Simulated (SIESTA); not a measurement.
The system is TiCo.

```xyz
2
Lattice="2.9861 0.0000 0.0000 0.0000 2.9861 0.0000 0.0000 0.0000 2.9861" Properties=species:S:1:pos:R:3 pbc="T T T"
Co    1.4931    1.4931    1.4931
Ti    0.0000    0.0000    0.0000
```

The cell comes from a database or a generator and needn't be the stable form of this composition.

* Program: SIESTA 5.4.2
* Task: single point
* Functional: PBEsol
* Potentials or basis: PseudoDojo 0.4 standard (PBEsol files)
* Basis: DZP (energy shift 0.003 Ry; two zetas on semicore shells)
* Grid cutoff: 800 Ry
* Energy shift: 0.003 Ry
* k mesh: 9 × 9 × 9
* Occupations: fermi-dirac, width 0.05 eV
* Spin: collinear spin, ferromagnetic start
* Starting moments: [2.0, 1.0] μB

On this cell: pressure -9.2 GPa; largest force zero by symmetry; net moment 0.67 μB per cell; site moments Co +0.74; Ti -0.07 μB; band gap on the k mesh none (metal or under the smearing width).

The same run follows on a disturbed copy (atoms moved at random, drawn with an rms of 0.05 Å):

```
Co Ti
1.0
     2.98611    0.00000    0.00000
     0.00000    2.98611    0.00000
     0.00000    0.00000    2.98611
Co Ti
1 1
Direct
  0.50552 0.50227 0.49660
  0.00479 0.99145 0.99640
```

Q: What does the disturbed cell give?

A: The energy (extrapolated to zero smearing) moves by +1.2 meV/atom; pressure -9.3 GPa; largest force 0.148 eV/Å; net moment 0.67 μB per cell; site moments Co +0.74; Ti -0.07 μB; band gap on the k mesh none (metal or under the smearing width).

Forces in eV/Å, atoms in the order of the input:
```
Co  -0.012 -0.147 -0.002
Ti   0.012  0.147  0.002
```

Caveats: short orbitals over semicore shells can move pressures by several GPa; the basis of atomic orbitals isn't converged, which shifts pressures, moduli and gaps.
